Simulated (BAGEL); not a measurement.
**triplet BPNH4Cl at 4 levels**

Wanted: a comparison of 4 runs (UHF/STO-3G, ROHF/6-31G*, ROHF/cc-pVDZ, UHF/cc-pVDZ) of triplet BPNH4Cl. 

The calculation is run with BAGEL 1.2.2.

**1. Starting point**

BPNH4Cl: 8 atoms, total charge 0, spin state triplet. SMILES of the parent species: `NB(P)Cl`. Geometry: relaxed at GFN2-xTB. This is one conformer, not always the lowest. That shape belongs to the parent species and isn't relaxed for this state.

Bond lengths: N1–B2 1.383 Å, B2–P3 1.920 Å, B2–Cl4 1.734 Å, N1–H5 1.007 Å, N1–H6 1.008 Å, P3–H7 1.384 Å, P3–H8 1.382 Å. Angles: N1–B2–P3 122.1°, N1–B2–Cl4 118.2°, P3–B2–Cl4 119.5°, B2–N1–H5 123.7°, B2–N1–H6 123.1°, B2–P3–H7 96.6°, B2–P3–H8 96.6°, H5–N1–H6 113.2°, H7–P3–H8 93.8°.

**2. A single-point energy at UHF/STO-3G (density fitting with qzvpp-jkfit) (run 1)**

input.json

```json
{ "bagel": [

{
  "title": "molecule",
  "basis": "sto-3g",
  "df_basis": "qzvpp-jkfit",
  "angstrom": "true",
  "geometry": [
    { "atom": "N", "xyz": [      -0.195810,       1.281380,      -0.285280 ] },
    { "atom": "B", "xyz": [      -0.517610,      -0.048610,      -0.083010 ] },
    { "atom": "P", "xyz": [       0.532930,      -1.191280,       1.046810 ] },
    { "atom": "Cl", "xyz": [      -1.981160,      -0.655140,      -0.789140 ] },
    { "atom": "H", "xyz": [       0.620080,       1.723810,       0.104860 ] },
    { "atom": "H", "xyz": [      -0.772560,       1.911540,      -0.819640 ] },
    { "atom": "H", "xyz": [       1.770760,      -0.737810,       0.624340 ] },
    { "atom": "H", "xyz": [       0.543380,      -2.283880,       0.201050 ] }
  ]
},

{ "title": "uhf", "nopen": 2 },

{ "title": "print", "file": "orbitals.molden", "orbitals": "true" }

]}
```

The run is started by

```
$ BAGEL_NUM_THREADS=1 BAGEL input.json > input.out
```

The program printed:

```text
* using 1 threads per process

  ===============================================================
  ===============================================================

  *** Geometry ***

  { "atom" : "N", "xyz" : [     -0.370027,      2.421457,     -0.539101 ] },
  { "atom" : "B", "xyz" : [     -0.978141,     -0.091860,     -0.156866 ] },
  { "atom" : "P", "xyz" : [      1.007092,     -2.251193,      1.978184 ] },
[... 4 lines of this table left out ...]
  { "atom" : "H", "xyz" : [      1.026839,     -4.315908,      0.379929 ] },

  Number of auxiliary basis functions:      480

  Since a DF basis is specified, we compute 2- and 3-index integrals:
    o Being stored without compression. Storage requirement is 0.004 GB

  Number of basis functions:       32
  Number of electrons      :       48

    * METHOD: MOLECULE                             0.17

  *** Open-shell HF ***

  === Nuclear Repulsion ===
   187.6013351589

      * DIIS with orbital gradients will be used.

  === UHF iteration (sto-3g) ===
      0       -871.71971124          0.02097883           0.04
      1       -871.77948876          0.00539581           0.04
      2       -871.78574338          0.00232360           0.04
[... 16 lines of this table left out ...]
     19       -871.78872603          0.00000001           0.04
    * SCF iteration converged.

    * S^2 (UHF) is 2.0111

    * Permanent dipole moment:
           (   -1.979928,     0.705413,    -1.575947) a.u.

    * METHOD: UHF                                  0.94

    * METHOD: PRINT                                0.00

  ===============================================================
```

It took 1.2 s on 1 thread of Arm Neoverse V1, shared host.

**3. The energy at ROHF/6-31G(d) (density fitting with qzvpp-jkfit, spherical functions) (run 2)**

hf.json

```json
{ "bagel" : [

{
  "title" : "molecule",
  "basis" : "6-31gs.json",
  "df_basis" : "qzvpp-jkfit",
  "angstrom" : true,
  "geometry" : [
    { "atom" : "N", "xyz" : [      -0.195810,       1.281380,      -0.285280 ] },
    { "atom" : "B", "xyz" : [      -0.517610,      -0.048610,      -0.083010 ] },
    { "atom" : "P", "xyz" : [       0.532930,      -1.191280,       1.046810 ] },
    { "atom" : "Cl", "xyz" : [      -1.981160,      -0.655140,      -0.789140 ] },
    { "atom" : "H", "xyz" : [       0.620080,       1.723810,       0.104860 ] },
    { "atom" : "H", "xyz" : [      -0.772560,       1.911540,      -0.819640 ] },
    { "atom" : "H", "xyz" : [       1.770760,      -0.737810,       0.624340 ] },
    { "atom" : "H", "xyz" : [       0.543380,      -2.283880,       0.201050 ] }
  ]
},

{ "title" : "rohf", "nopen" : 2 },

{ "title" : "print", "file" : "orbitals.molden", "orbitals" : true }

]}
```

The basis set 6-31G* is read from a file made from the Basis Set Exchange's data (not shown).

The run is started by

```
$ BAGEL_NUM_THREADS=1 BAGEL hf.json > hf.out
```

The program printed:

```text
* using 1 threads per process

  ===============================================================
  ===============================================================

  *** Geometry ***

  { "atom" : "N", "xyz" : [     -0.370027,      2.421457,     -0.539101 ] },
  { "atom" : "B", "xyz" : [     -0.978141,     -0.091860,     -0.156866 ] },
  { "atom" : "P", "xyz" : [      1.007092,     -2.251193,      1.978184 ] },
[... 4 lines of this table left out ...]
  { "atom" : "H", "xyz" : [      1.026839,     -4.315908,      0.379929 ] },

  Number of auxiliary basis functions:      480

  Since a DF basis is specified, we compute 2- and 3-index integrals:
    o Being stored without compression. Storage requirement is 0.020 GB

  Number of basis functions:       72
  Number of electrons      :       48

    * METHOD: MOLECULE                             0.23

  *** Open-shell HF ***

  === Nuclear Repulsion ===
   187.6013351589

      * DIIS with orbital gradients will be used.

  === ROHF iteration (6-31gs.json) ===
      0       -881.31910734          0.04191099           0.11
      1       -881.46370420          0.02504580           0.11
      2       -881.50814330          0.01535538           0.11
[... 24 lines of this table left out ...]
     27       -881.53820463          0.00000001           0.11
    * SCF iteration converged.

    * S^2 (ROHF) is 2.0000

    * Permanent dipole moment:
           (   -1.068866,    -0.317716,    -0.674880) a.u.

    * METHOD: ROHF                                 3.15

    * METHOD: PRINT                                0.01

  ===============================================================
```

Wall time 3.6 s (1 thread of Arm Neoverse V1, shared host).

Run 3 isn't shown in full; the table further down has it.

**4. A single-point energy at UHF/cc-pVDZ (density fitting with qzvpp-jkfit) (run 4)**

calc.json

```json
{ "bagel": [

{
  "title": "molecule",
  "basis": "cc-pvdz.json",
  "df_basis": "qzvpp-jkfit",
  "angstrom": true,
  "geometry": [
    { "atom": "N", "xyz": [   -0.195810,    1.281380,   -0.285280 ] },
    { "atom": "B", "xyz": [   -0.517610,   -0.048610,   -0.083010 ] },
    { "atom": "P", "xyz": [    0.532930,   -1.191280,    1.046810 ] },
    { "atom": "Cl", "xyz": [   -1.981160,   -0.655140,   -0.789140 ] },
    { "atom": "H", "xyz": [    0.620080,    1.723810,    0.104860 ] },
    { "atom": "H", "xyz": [   -0.772560,    1.911540,   -0.819640 ] },
    { "atom": "H", "xyz": [    1.770760,   -0.737810,    0.624340 ] },
    { "atom": "H", "xyz": [    0.543380,   -2.283880,    0.201050 ] }
  ]
},
{
  "title": "uhf",
  "charge": 0,
  "nopen": 2
},
{
  "title": "print",
  "file": "orbitals.molden",
  "orbitals": true
}

]}
```

The basis set cc-pVDZ is read from a file made from the Basis Set Exchange's data (not shown).

The run is started by

```
$ BAGEL_NUM_THREADS=1 BAGEL calc.json > calc.out
```

The program printed:

```text
* using 1 threads per process

  ===============================================================
  ===============================================================

  *** Geometry ***

  { "atom" : "N", "xyz" : [     -0.370027,      2.421457,     -0.539101 ] },
  { "atom" : "B", "xyz" : [     -0.978141,     -0.091860,     -0.156866 ] },
  { "atom" : "P", "xyz" : [      1.007092,     -2.251193,      1.978184 ] },
[... 4 lines of this table left out ...]
  { "atom" : "H", "xyz" : [      1.026839,     -4.315908,      0.379929 ] },

  Number of auxiliary basis functions:      480

  Since a DF basis is specified, we compute 2- and 3-index integrals:
    o Being stored without compression. Storage requirement is 0.027 GB

  Number of basis functions:       84
  Number of electrons      :       48

    * METHOD: MOLECULE                             0.24

  *** Open-shell HF ***

  === Nuclear Repulsion ===
   187.6013351589

      * DIIS with orbital gradients will be used.

  === UHF iteration (cc-pvdz.json) ===
      0       -881.27648871          0.03957666           0.13
      1       -881.42194518          0.03328118           0.13
      2       -881.51142397          0.02265044           0.13
[... 26 lines of this table left out ...]
     29       -881.59837825          0.00000000           0.13
    * SCF iteration converged.

    * S^2 (UHF) is 2.0109

    * Permanent dipole moment:
           (   -1.099240,    -0.177510,    -0.773930) a.u.

    * METHOD: UHF                                  4.04

    * METHOD: PRINT                                0.02

  ===============================================================
```

Run time: 4.5 s. Hardware: 1 thread of Arm Neoverse V1, shared host.

**5. The series**

```tsv
run	level	energy (Eh)	dipole moment (D)	⟨S²⟩	wall time
1	UHF/STO-3G (density fitting with qzvpp-jkfit)	-871.788726	6.68	2.011	1.2 s
2	ROHF/6-31G* (density fitting with qzvpp-jkfit, spherical functions)	-881.538205	3.31	2.000	3.6 s
3	ROHF/cc-pVDZ (density fitting with qzvpp-jkfit)	-881.594125	3.46	2.000	4.5 s
4	UHF/cc-pVDZ (density fitting with qzvpp-jkfit)	-881.598378	3.45	2.011	4.5 s
```

**6. What came out**

| quantity | value |
| --- | --- |
| run 4: total energy | -881.59838 Eh |
| run 4: dipole moment | 3.45 D |
| run 4: ⟨S²⟩ | 2.011 |

The dipole moment (its size) runs from 3.31 D (ROHF/6-31G*) to 6.68 D (UHF/STO-3G). The two ends differ in method and basis. In run 1 the basis is minimal, so the values are rough. All runs together took 14 s, the longest 4.5 s.
